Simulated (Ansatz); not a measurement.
**ZrNH (quintet): wave-function methods side by side, def2-QZVPP**

One table from this session's results is given with a row withheld; the runs are named, their logs left out.

Method: def2-QZVPP, core rule «outside noble gas», up to 5 orbitals frozen; program: Ansatz 0.2.0, Gaussian basis.

The runs, in order: UHF; ROHF; CCSD(T) on UHF.

2 further runs of the same task are left out: 2 set aside as unsound or not needed.

### The system

The geometry is a PBE0/def2-TZVP stationary point (not a proven minimum) of the parent state, kept for this charge and spin. No spin-orbit coupling is included. Elements past krypton take def2 core potentials.

3 atoms, charge 0, spin multiplicity 5.

Atoms are counted from 1 here; the program's logs count them from 0.

Bond lengths: Zr1–N2 1.791 Å, N2–H3 1.011 Å. Angles: Zr1–N2–H3 180.0°.

Set-up of the first run:

The input, in.yaml:

```yaml
crystal:
  periodic: [false, false, false]
  atoms:
    - {symbol: Zr, position_ang: [0.000000, 0.000000, 1.530732]}
    - {symbol: N, position_ang: [0.000000, 0.000000, -0.259859]}
    - {symbol: H, position_ang: [0.000000, 0.000000, -1.270873]}
basis:
  gaussian: {orbitals: "def2-QZVPP.json"}
magnetization: {spin_polarized: true, initial_magnetization: 4}
hamiltonian: {xc: hf}
output: {orbitals: {seedname: orbitals}}
```

On the command line:

```
$ ansatz run in.yaml --threads 1 --pin off --events-out ev --progress --plain --max-ram 4096MiB --backend cpu
```

Among the steps run: UHF; ROHF; CCSD(T) on UHF.

One table of the session follows, with a row left open; its other results are not shown here.

It belongs to the step «Misses and costs». 

```
  method  from UCCSD(T) (meV)
    ROHF              +7515.6
     UHF              +7317.2
    UMP2               +784.0
   UCCSD                    ?
UCCSD(T)                    0
```

Estimate the missing values for UCCSD.

The run gave: from UCCSD(T) (meV): +320.7. In the column «from UCCSD(T) (meV)» it lies between UCCSD(T) (0) and UMP2 (+784.0).

To keep in mind: Warnings: coupled cluster took another determinant than the lowest.
